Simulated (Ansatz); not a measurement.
# TaRu5: the cost of one run

Method: DFT PBE, scalar-relativistic, plane waves, PAW, in Ansatz 0.2.0.

### 1 Starting point

It takes space group P-62m (No. 189, hexagonal). The conventional cell has a = 4.788 Å, b = 4.788 Å, c = 4.375 Å, α = 90.00°, β = 90.00°, γ = 120.00°. Around Ta (site symmetry -62m) lie 12 Ru at 2.74 to 2.76 Å. Ru (site symmetry m2m) is surrounded by 10 Ru at 2.69 to 2.87 Å and 2 Ta at 2.74 Å. Ru (site symmetry -6) has 9 Ru at 2.69 to 2.76 Å and 3 Ta at 2.76 Å in its first shell of neighbours.

Structure file:

```
Ta Ru
1.0
     4.78823    0.00000    0.00000
    -2.39412    4.14673    0.00000
     0.00000    0.00000    4.37481
Ta Ru
1 5
Direct
  0.00000 0.00000 0.50000
  0.00000 0.65379 0.00000
  0.65379 0.00000 0.00000
  0.34621 0.34621 0.00000
  0.33333 0.66667 0.50000
  0.66667 0.33333 0.50000
```

The start is the relaxed end of an invented cell (made as: elements ordered on the sites of the Y type, Ru/Ta on Y (P-62m, No. 189)), taken up again for a closer look.

### 2 Probe: one point on a coarse mesh

input.yaml reads:

```yaml
crystal:
  lattice:
    - [4.7882323, 0.0, 0.0]
    - [-2.3941162, 4.1467308, 0.0]
    - [0.0, 0.0, 4.3748131]
  atoms:
    - { symbol: Ta, position: [0.0, 0.0, 0.5] }
    - { symbol: Ru, position: [0.0, 0.653791, 0.0] }
    - { symbol: Ru, position: [0.653791, 0.0, 0.0] }
    - { symbol: Ru, position: [0.346209, 0.346209, 0.0] }
    - { symbol: Ru, position: [0.3333333, 0.6666667, 0.5] }
    - { symbol: Ru, position: [0.6666667, 0.3333333, 0.5] }
basis:
  ecutwfc: 420
kpoints:
  mp_grid: { grid: [6, 6, 4] }
hamiltonian:
  xc: pbe
scf:
  occupations: { method: gaussian, width: 0.1 }
  lower_state_search: "off"
output:
  forces: true
  stress: true
  eigenvalues: true
```

Command:

```
$ ansatz run input.yaml --threads 4 --pin off --max-ram 8192MiB --backend cpu --events-out ev --progress --plain --runs-dir out
```

What time and memory should one allow on 4 threads of Intel Xeon 6975P-C (Granite Rapids), shared host?

About 1.1 s, with a peak of 0.45 GiB.
